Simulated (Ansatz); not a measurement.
**BAsH₆: small, medium and large basis sets**

The task here is to estimate one member of a computed series from the others.

The runs use Ansatz 0.2.0, Gaussian basis; one geometry, several basis sets.

Levels to be run: PBE0-D4/def2-SVP; ωB97M-V/def2-SVP; PBE0-D4/def2-QZVPP; ωB97M-V/def2-QZVPP; the functionals' def2-TZVPP values are taken from earlier runs.

## Structure used throughout

All runs share one geometry, relaxed beforehand with PBE0-D4 in a triple-zeta def2 set.

8 atoms, charge 0, spin multiplicity 1.

Atoms are counted from 1 here; the program's logs count them from 0.

Bond lengths: B1–As2 2.049 Å, B1–H3 1.207 Å, B1–H4 1.207 Å, B1–H5 1.207 Å, As2–H6 1.507 Å, As2–H7 1.507 Å, As2–H8 1.507 Å. Angles: As2–B1–H3 102.7°, As2–B1–H4 102.6°, As2–B1–H5 102.6°, H3–B1–H4 115.4°, H3–B1–H5 115.4°, H4–B1–H5 115.3°, B1–As2–H6 118.8°, B1–As2–H7 118.8°, B1–As2–H8 118.7°, H6–As2–H7 98.8°, H6–As2–H8 98.8°, H7–As2–H8 98.8°.

Geometry (Å):

```xyz
8
AsBH6
B    -0.62536    0.17900   -1.00408
As    0.46382   -0.13987    0.70201
H    -1.73357   -0.17244   -0.67993
H    -0.07157   -0.53180   -1.80714
H    -0.49112    1.36490   -1.18447
H     0.07397    0.59319    1.95959
H     0.54087   -1.53570    1.26474
H     1.93515    0.18562    0.69347
```

Set-up of the first run:

Input file in.yaml:

```yaml
crystal:
  periodic: [false, false, false]
  atoms:
    - {symbol: B, position_ang: [-0.625364, 0.179003, -1.004078]}
    - {symbol: As, position_ang: [0.463822, -0.139875, 0.702010]}
    - {symbol: H, position_ang: [-1.733568, -0.172438, -0.679931]}
    - {symbol: H, position_ang: [-0.071566, -0.531797, -1.807137]}
    - {symbol: H, position_ang: [-0.491115, 1.364901, -1.184472]}
    - {symbol: H, position_ang: [0.073970, 0.593189, 1.959594]}
    - {symbol: H, position_ang: [0.540872, -1.535702, 1.264743]}
    - {symbol: H, position_ang: [1.935149, 0.185618, 0.693471]}
basis:
  gaussian: {orbitals: def2-SVP}
hamiltonian: {xc: pbe0, dispersion: d4}
output: {orbitals: {seedname: orbitals}}
```

Command:

```sh
ansatz run in.yaml --threads 4 --pin off --events-out ev --progress --plain --max-ram 10444MiB
```

Steps of the session up to this table: PBE0-D4 in def2-SVP; ωB97M-V in def2-SVP; PBE0-D4 in def2-QZVPP; ωB97M-V in def2-QZVPP.

One of the session's tables, all rows but one given; the rest of the session is left out.

It belongs to the step «Functionals by basis». 

| functional | basis | HOMO (eV) | LUMO (eV) |
| --- | --- | --- | --- |
| PBE0-D4 | def2-SVP | -8.55 | 0.51 |
| PBE0-D4 | def2-TZVPP | -8.64 | 0.10 |
| PBE0-D4 | def2-QZVPP | ? | ? |
| ωB97M-V | def2-SVP | -10.80 | 2.47 |
| ωB97M-V | def2-TZVPP | -10.96 | 1.69 |
| ωB97M-V | def2-QZVPP | -10.97 | 1.13 |

Estimate the missing values for PBE0-D4, def2-QZVPP.

As computed: HOMO (eV): -8.65; LUMO (eV): -0.21. In the column «HOMO (eV)» it lies between ωB97M-V, def2-SVP (-10.80) and PBE0-D4, def2-TZVPP (-8.64).
